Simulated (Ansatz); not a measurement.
## C₂H₄OSSi, SMILES [SiH3]OC=C=S: a geometry optimisation

Computed with the Python package of Ansatz (0.2.0).

`run_opt.py`:
```python
"""Minimum-energy structure of C2H4OSSi."""

import warnings

import ansatz
import numpy as np
import pandas as pd

warnings.simplefilter("ignore", ansatz.DeckWarning)

molecule = (
    ansatz.Crystal.molecule()
    .atom("Si", (-1.2845, 0.5482, -0.3766))
    .atom("O", (-0.371, -0.939, -0.5169))
    .atom("C", (0.9192, -1.1372, -0.0075))
    .atom("C", (1.5768, -0.2068, 0.6357))
    .atom("S", (2.3856, 0.9399, 1.4276))
    .atom("H", (-0.5449, 1.6404, -1.0268))
    .atom("H", (-1.4811, 0.87, 1.0448))
    .atom("H", (-2.5919, 0.3834, -1.0288))
    .atom("H", (1.3918, -2.0989, -0.1516))
)

calculation = molecule.calculation()
calculation = calculation.basis(gaussian="def2-SVP")
calculation = calculation.functional("HF")
symbols = [site.symbol for site in molecule.cartesian_sites]
start = np.array([site.position_ang for site in molecule.cartesian_sites], dtype=float)
report = calculation.relax(force_tolerance=0.02, max_steps=100).run().report
end = np.array(report["positions_ang"])

print("reference energy %16.6f eV" % report["reference_energy_ev"])
print("total energy     %16.6f eV" % report["free_energy_ev"])
print("occupied (up, down):", report["n_occupied"], " virtual:", report["n_virtual"], " frozen:", report["n_frozen"])

print("final positions (A) and the move of each atom")
for symbol, xyz, old in zip(symbols, end, start):
    print(f"{symbol:2s} {xyz[0]:10.5f} {xyz[1]:10.5f} {xyz[2]:10.5f}   {np.linalg.norm(xyz - old):7.4f}")

charges = report["charge_distribution"]
table = pd.DataFrame({"atom": symbols, "mulliken": charges["mulliken_charges_e"], "lowdin": charges["lowdin_charges_e"]})
print(table.round(3).to_string())
print("dipole (e A):", np.round(charges["dipole_moment_e_ang"], 4) + 0.0)
with open("c2h4ossi_opt.xyz", "w") as handle:
    handle.write(f"{len(symbols)}\nrelaxed C2H4OSSi\n")
    handle.writelines(f"{s:2s} {x:11.6f} {y:11.6f} {z:11.6f}\n" for s, (x, y, z) in zip(symbols, end))
```

Output of `python run_opt.py`:
```text
reference energy    -22830.655195 eV
total energy        -22830.655195 eV
occupied (up, down): [27, 27]  virtual: [71, 71]  frozen: 0
final positions (A) and the move of each atom
Si   -1.31349    0.54932   -0.38932    0.0317
O    -0.33728   -0.80197   -0.45066    0.1559
C     0.89862   -1.03898    0.01976    0.1040
C     1.66389   -0.20450    0.67595    0.0960
S     2.60292    0.76068    1.45927    0.2835
H    -0.64844    1.68280   -1.06526    0.1183
H    -1.58951    0.90840    1.01739    0.1182
H    -2.55401    0.17799   -1.08797    0.2171
H     1.27730   -2.03374   -0.17926    0.1346
  atom  mulliken  lowdin
0   Si     0.890   0.461
1    O    -0.663  -0.049
2    C     0.145  -0.068
3    C     0.023  -0.277
4    S    -0.039   0.241
5    H    -0.152  -0.111
6    H    -0.152  -0.111
7    H    -0.147  -0.104
8    H     0.094   0.020
dipole (e A): [-0.1732 -0.0539 -0.0983]
```

`c2h4ossi_opt.xyz`, as written:
```text
9
relaxed C2H4OSSi
Si   -1.313492    0.549317   -0.389321
O    -0.337280   -0.801971   -0.450664
C     0.898620   -1.038984    0.019760
C     1.663894   -0.204503    0.675946
S     2.602918    0.760684    1.459272
H    -0.648443    1.682805   -1.065257
H    -1.589506    0.908402    1.017393
H    -2.554014    0.177989   -1.087972
H     1.277303   -2.033739   -0.179258
```

Notes:
- These settings explore the input space; basis and method may be short of convergence.
- The end point is the stationary point reached from this start; no frequency run checks that it is a minimum, and the basis set is modest.
- The Löwdin charges here are taken after orthogonalising the functions within each atom; they differ from plain Löwdin charges, and their signs can be unphysical.
- The whole script took 19 s on 1 thread of Arm Neoverse V2, on a shared host, peak memory 0.3 GiB.

(Lines on the test bed's own set-up are left out of the output.)
